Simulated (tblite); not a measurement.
# C3H10F3PSi2: the cost of one run

Computed with tblite 0.8.0 and PySCF 2.14.0, with density-fitted response routines of our own, on a single molecule in the gas phase. Atoms are numbered from 0 throughout.

**1. The molecule as given**

19 atoms, charge 0, multiplicity 1; geometry from: force field or distance geometry start.

Bonds of the start (Å): C0–C1 1.53, C1–C2 1.51, C2–Si3 1.86, Si3–P4 2.22, Si3–Si5 2.21, Si5–F6 1.69, Si5–F7 1.68, Si5–F8 1.68, C0–H9 1.11, C0–H10 1.10, C0–H11 1.12, C1–H12 1.11, C1–H13 1.10, C2–H14 1.11, C2–H15 1.11, Si3–H16 1.47, P4–H17 1.47, P4–H18 1.45.

**2. Geometry optimisation with GFN2-xTB**

Job settings and geometry (Å):

```
{"job": {"kind": "relax", "xc": "GFN2-xTB", "basis": "xTB"}, "charge": 0, "multiplicity": 1}
C      3.030500     0.083300     0.137600
C      1.634500    -0.164000    -0.438300
C      0.588700     0.491100     0.437500
Si    -1.025800     0.100300    -0.392600
P     -1.292300    -2.102000    -0.262100
Si    -2.808000     1.048500     0.505200
F     -2.428500     2.650500     0.865900
F     -4.003600     1.033300    -0.681400
F     -3.338400     0.222100     1.870900
H      3.705700     0.303800    -0.721100
H      3.357900    -0.832400     0.655600
H      2.981600     0.966600     0.827000
H      1.417600    -1.252000    -0.501600
H      1.613100     0.244700    -1.461500
H      0.647200     0.086300     1.469700
H      0.805700     1.574200     0.477900
H     -0.913400     0.555300    -1.788100
H     -1.541100    -2.659000    -1.602700
H     -2.441200    -2.341200     0.594500
```

Command:

```console
$ OMP_NUM_THREADS=1 python probes_run.py task.json out
```

The driver reads the jobs from task.json and runs them one after another.

**Question.** How long does this first job take on 1 thread of Arm Neoverse N1, shared host, and how much memory does it need?

About 3.8 s, with a peak of 0.18 GiB.
